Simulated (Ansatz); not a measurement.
Run this with the Ansatz DFT code, driven from Python and show what comes out.

Script `run_formation.py`:
```python
from collections import Counter
import logging
import sys
import warnings

import ansatz as az
import numpy as np
import pandas as pd

logging.basicConfig(stream=sys.stdout, format='%(name)s: %(message)s')
log = logging.getLogger('ansatz_job')
log.setLevel(logging.INFO)

PHASES = {
    'Li2Mg': (
        [(3.111895, 0.0, 0.0), (-1.555947, 2.69498, 0.0), (0.0, 0.0, 15.150567)],
        [
            ('Li', (1 / 3, 2 / 3, 0.916252)),
            ('Li', (2 / 3, 1 / 3, 0.751515)),
            ('Li', (1 / 3, 2 / 3, 0.248485)),
            ('Li', (2 / 3, 1 / 3, 0.083748)),
            ('Mg', (1 / 3, 2 / 3, 0.586817)),
            ('Mg', (2 / 3, 1 / 3, 0.413183)),
        ],
    ),
    'Li': (
        [(-1.75465, 1.75465, 1.75465), (1.75465, -1.75465, 1.75465), (1.75465, 1.75465, -1.75465)],
        [
            ('Li', (0.0, 0.0, 0.0)),
        ],
    ),
    'Mg': (
        [(3.2093, 0.0, 0.0), (-1.60465, 2.779335, 0.0), (0.0, 0.0, 5.2103)],
        [
            ('Mg', (1 / 3, 2 / 3, 0.25)),
            ('Mg', (2 / 3, 1 / 3, 0.75)),
        ],
    ),
}


def build(vectors, sites):
    crystal = az.Crystal(lattice=az.Lattice.of(vectors))
    for symbol, position in sites:
        crystal = crystal.atom(symbol, position)
    return crystal


def solve(name, crystal):
    calc = (
        crystal.calculation()
        .basis(470)
        .functional(az.Functional.PBESOL)
        .kpoints(spacing=0.27)
        .occupations('cold', width=0.1)
        .stress()
    )
    calc = calc.relax(force_tolerance=0.03, fix_cell=['shape'])
    return calc.run(threads=1)


def counts(outcome):
    return Counter(site.symbol for site in outcome.lattice.sites)

def formation_energy(outcome, mu):
    n = counts(outcome)
    return (outcome.report['energy_sigma0_ev'] - sum(k * mu[element] for element, k in n.items())) / sum(n.values())


def volume_per_atom(outcome):
    return abs(np.linalg.det(outcome.lattice.cell_ang)) / len(outcome.lattice.sites)


def main() -> None:
    warnings.simplefilter('ignore', az.DeckWarning)

    phases = {name: build(*cell) for name, cell in PHASES.items()}

    done = {name: solve(name, crystal) for name, crystal in phases.items()}

    references = {'Li': 'Li', 'Mg': 'Mg'}
    mu = {element: done[name].report['energy_sigma0_ev'] / len(done[name].lattice.sites) for element, name in references.items()}

    target = done['Li2Mg']
    heat = formation_energy(target, mu)
    rows = [(name, len(o.lattice.sites), volume_per_atom(o), formation_energy(o, mu)) for name, o in done.items()]
    print(pd.DataFrame(rows, columns=['phase', 'atoms', 'V (A^3/atom)', 'E_form (eV/atom)']).round(4).to_string(index=False))


if __name__ == '__main__':
    main()
```

```console
$ python run_formation.py
phase  atoms  V (A^3/atom)  E_form (eV/atom)
Li2Mg      6       20.9685           -0.0196
   Li      1       20.2463            0.0000
   Mg      2       22.4635            0.0000
```

Caveats:
- For the metals among these phases the mesh is modest: differences between phases can be off by up to 40 meV an atom.
- Atoms and volume are relaxed with the cell's shape held, which in cells of lower than cubic symmetry can hide stresses and shift volumes.
- The cells come from databases of deposited and of computed structures, and not all need be stable phases.
- The compound is the structure given, not necessarily its lowest; energies are at zero temperature, with no correction for gases. A semilocal functional's error on such energies is often 0.05 to 0.1 eV an atom, and 0.1 to 0.3 eV against gases such as O2 or F2.
- Run time: 15 s on 1 thread of Arm Neoverse V2 (shared host), peak memory 0.5 GiB.

(Lines on the test bed's own set-up are left out of the output.)
